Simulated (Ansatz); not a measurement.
# Nb2SiN2: the cost of one run

Computed with Ansatz 0.2.0 (DFT PBE, scalar-relativistic, plane waves, PAW, unless a step's input says otherwise).

3 further runs of the same task are left out: 2 that didn't finish, 1 set aside as unsound or not needed.

## (1) The starting structure

Symmetry: R-3m, No. 166, trigonal system. The conventional cell has a = 3.571 Å, b = 3.571 Å, c = 18.808 Å, α = 90.00°, β = 90.00°, γ = 120.00°. Around Nb (site symmetry 3m) lie 3 N at 2.10 Å and 3 Si at 2.58 Å. Around Si (site symmetry -3m) lie 2 N at 1.96 Å and 6 Nb at 2.58 Å. N (site symmetry 3m) has 1 Si at 1.96 Å and 3 Nb at 2.10 Å as nearest neighbours.

Structure file:

```cif
data_structure
_symmetry_space_group_name_H-M 'R-3m:H'
_symmetry_Int_Tables_number 166
_cell_length_a 3.5705
_cell_length_b 3.5705
_cell_length_c 18.8079
_cell_angle_alpha 90.000
_cell_angle_beta 90.000
_cell_angle_gamma 120.000
_cell_volume 207.65
loop_
_atom_site_label
_atom_site_type_symbol
_atom_site_symmetry_multiplicity
_atom_site_Wyckoff_symbol
_atom_site_fract_x
_atom_site_fract_y
_atom_site_fract_z
_atom_site_occupancy
Nb1 Nb 6 c 0.33333 0.66667 0.75084 1
Si1 Si 3 b 0.66667 0.33333 0.83333 1
N1 N 6 c 0.66667 0.33333 0.93764 1
```

The cell was relaxed beforehand at this level, from a generated guess; it is a trial structure. At a tolerance of 0.05 Å it has space group R-3m (No. 166); it has 13.84 Å³/atom, an uncorrected energy of -0.18 eV/atom over the elements.

## (2) Bands, states and charges

input.yaml reads:

```yaml
crystal:
  lattice:
    - [1.7852747221, 1.0307288414, 6.2693002355]
    - [-1.7852747221, 1.0307288414, 6.2693002355]
    - [0.0, -2.0614576827, 6.2693002355]
  atoms:
    - { symbol: Nb, position: [0.0841695099, 0.0841695099, 0.0841695099] }
    - { symbol: Nb, position: [0.9158304901, 0.9158304901, 0.9158304901] }
    - { symbol: Si, position: [0.5, 0.5, 0.5] }
    - { symbol: "N", position: [0.6043113402, 0.6043113402, 0.6043113402] }
    - { symbol: "N", position: [0.3956886598, 0.3956886598, 0.3956886598] }
basis:
  ecutwfc: 420
kpoints:
  mp_grid: { grid: [12, 12, 12] }
  band_path:
    path:
      - [[0.0, 0.0, 0.0], [0.5, 0.5, 0.5], [0.81531314, 0.18468686, 0.5]]
      - [[0.5, -0.18468686, 0.18468686], [0.5, 0.0, 0.0], [0.0, 0.0, 0.0], [0.34234343, -0.34234343, 0.0]]
      - [[0.65765657, 0.0, 0.34234343], [0.5, 0.0, 0.5], [0.0, 0.0, 0.0]]
    npoints: 14
hamiltonian:
  xc: pbe
scf:
  occupations: { method: gaussian, width: 0.1 }
  n_extra_bands: 12
output:
  forces: true
  stress: true
  eigenvalues: true
  populations: true
  dos: { projected: true, de: 0.02, nscf_kmesh: { grid: [15, 15, 15] } }
  bader: true
  write_density: true
  write_potential: true
  elf: true
  volumetric_format: npy
```

The run is started by

```console
$ ansatz run input.yaml --threads 1 --pin off --max-ram 2560MiB --backend cpu --events-out ev --progress --plain --runs-dir out
```

**Question.** How long does this run take on 1 thread of Arm Neoverse V2, shared host, and how much memory does it need?

About 86 s, with a peak of 0.7 GiB.
